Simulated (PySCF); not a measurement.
# C3H7BF2 (isopropyldifluoroborane): the cost of one run

Computed with PySCF 2.14.0, with density-fitted response routines of our own, on a single molecule in the gas phase. Atoms are numbered from 0 throughout.

### Step 1. The molecule as given

13 atoms, charge 0, multiplicity 1; geometry from: GFN2-xTB. The atoms were then displaced at random by about 0.01 Å, so the start is not that level's minimum.

Bonds of the start (Å): C0–C1 1.54, C1–C2 1.52, C1–B3 1.58, B3–F4 1.29, B3–F5 1.35, C0–H6 1.06, C0–H7 1.09, C0–H8 1.11, C1–H9 1.09, C2–H10 1.10, C2–H11 1.09, C2–H12 1.09.

### Step 2. Relaxing the molecule at PBE0-D3(BJ)/def2-SVP

The job: settings as JSON, then the geometry in Å.

```
{"job": {"xc": "PBE0", "basis": "def2-SVP", "d3": "d3bj", "grid": 1, "shake": 0.01, "kind": "geom"}, "charge": 0, "multiplicity": 1}
C     -0.822480    -1.101330     0.358490
C     -0.030180    -0.020050    -0.408170
C      1.411080    -0.029260     0.064450
B     -0.678530     1.413470    -0.295920
F     -0.134320     2.467860     0.214340
F     -1.944030     1.643200    -0.719550
H     -0.396780    -2.062790     0.205770
H     -1.856000    -1.086000    -0.002260
H     -0.847660    -0.851960     1.439100
H     -0.038460    -0.310770    -1.453680
H      1.476720     0.240600     1.133490
H      1.868540    -1.016590    -0.045580
H      1.997930     0.696750    -0.500790
```

Command:

```console
$ OMP_NUM_THREADS=1 python probes_run.py task.json out
```

One launch serves the whole session: the jobs run in the order shown.

Q: Estimate the wall time and peak memory of this first job on 1 thread of Arm Neoverse V2, shared host.

About 46 s, with a peak of 0.5 GiB.
